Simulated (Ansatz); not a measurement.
# MnHg: squeezing one contact

The task here is to estimate one member of a computed series from the others.

Computed with Ansatz 0.2.0 (DFT PBE, with the methods named in each step, unless a step's input says otherwise).

1 further run of the same task is left out (it didn't finish). Runs told in other sessions of the task aren't counted.

## Starting point

The structure is cubic, space group Pm-3m (No. 221). The conventional cell has a = 3.315 Å, b = 3.315 Å, c = 3.315 Å, α = 90.00°, β = 90.00°, γ = 90.00°. Mn (site symmetry m-3m) has 8 Hg at 2.87 Å in its first shell of neighbours. Hg (site symmetry m-3m) is surrounded by 8 Mn at 2.87 Å.

Coordinates:

```
Mn Hg
1.0
     3.31500    0.00000    0.00000
     0.00000    3.31500    0.00000
     0.00000    0.00000    3.31500
Mn Hg
1 1
Direct
  0.50000 0.50000 0.50000
  0.00000 0.00000 0.00000
```

Atoms are numbered in the order of the input: Mn1, Hg2.

The first run:

Input file input.yaml:

```yaml
crystal:
  lattice:
    - [3.315, 0.0, 0.0]
    - [0.0, 3.315, 0.0]
    - [0.0, 0.0, 3.315]
  atoms:
    - { symbol: Mn, position: [0.5, 0.5, 0.5], spin: 4.0 }
    - { symbol: Hg, position: [0.0, 0.0, 0.0] }
magnetization:
  spin_polarized: true
kpoints:
  mp_grid: { grid: [9, 9, 9] }
scf:
  occupations: { method: fermi_dirac, width: 0.05 }
hamiltonian:
  xc: pbe
  pseudopotentials: { kind: all_electron, lapw: { basis_error: 0.001 } }
output:
  forces: true
  stress: true
  eigenvalues: true
  populations: true
```

Command:

```bash
$ ansatz run input.yaml --threads 1 --pin off --max-ram 3072MiB --backend cpu --events-out ev --progress --plain --runs-dir out
```

Among the steps run: The bond as given, LAPW; Shortest bond scaled by 1, crystal datasets; Shortest bond scaled by 1.1, LAPW; Shortest bond scaled by 1.1, norm-conserving; Shortest bond scaled by 0.88, LAPW; Shortest bond scaled by 0.88, norm-conserving; Shortest bond scaled by 0.76, LAPW; Shortest bond scaled by 0.76, crystal datasets; Shortest bond scaled by 0.58, norm-conserving.

One table of the session follows, with a row left open; its other results are not shown here.

| method | length (Å) | force along the bond (eV/Å) | pressure (GPa) | largest force (eV/Å) | moment Mn1 (μB) |
| --- | --- | --- | --- | --- | --- |
| LAPW | 2.182 | 6.368 | 19.66 | 6.368 | 3.43 |
| LAPW | 2.526 | 1.471 | 3.86 | 1.471 | 3.74 |
| LAPW | 2.871 | 0.000 | 0.04 | 0.000 | 3.89 |
| LAPW | 3.158 | ? | ? | ? | ? |
| PAW | 1.665 | 45.255 | 111.58 | 45.255 | 2.46 |
| PAW | 2.182 | 6.368 | 19.66 | 6.368 | 3.33 |
| PAW | 2.526 | 1.470 | 3.85 | 1.470 | 3.66 |
| PAW | 2.871 | 0.000 | 0.02 | 0.000 | 3.83 |
| PAW | 3.158 | -1.114 | 2.61 | 1.114 | 3.70 |
| PAW (source ansatz) | 1.665 | 47.573 | 117.16 | 47.573 | 2.42 |
| crystal datasets | 2.182 | 6.368 | 19.66 | 6.368 | 3.33 |
| crystal datasets | 2.871 | 0.000 | 0.04 | 0.000 | 3.84 |
| norm-conserving | 1.665 | 47.262 | 116.45 | 47.262 | 2.44 |
| norm-conserving | 2.526 | 1.471 | 3.90 | 1.471 | 3.66 |
| norm-conserving | 3.158 | -1.115 | 2.65 | 1.115 | 3.70 |

Estimate the missing values for LAPW, 3.158.

The run gave: force along the bond (eV/Å): -1.115; pressure (GPa): 2.62; largest force (eV/Å): 1.115; moment Mn1 (μB): 3.77.

Limits of these values: Other magnetic orders may lie lower; this is the state that the run reached. Warnings in the runs' records: gradients without spin orbit, crystal datasets made.
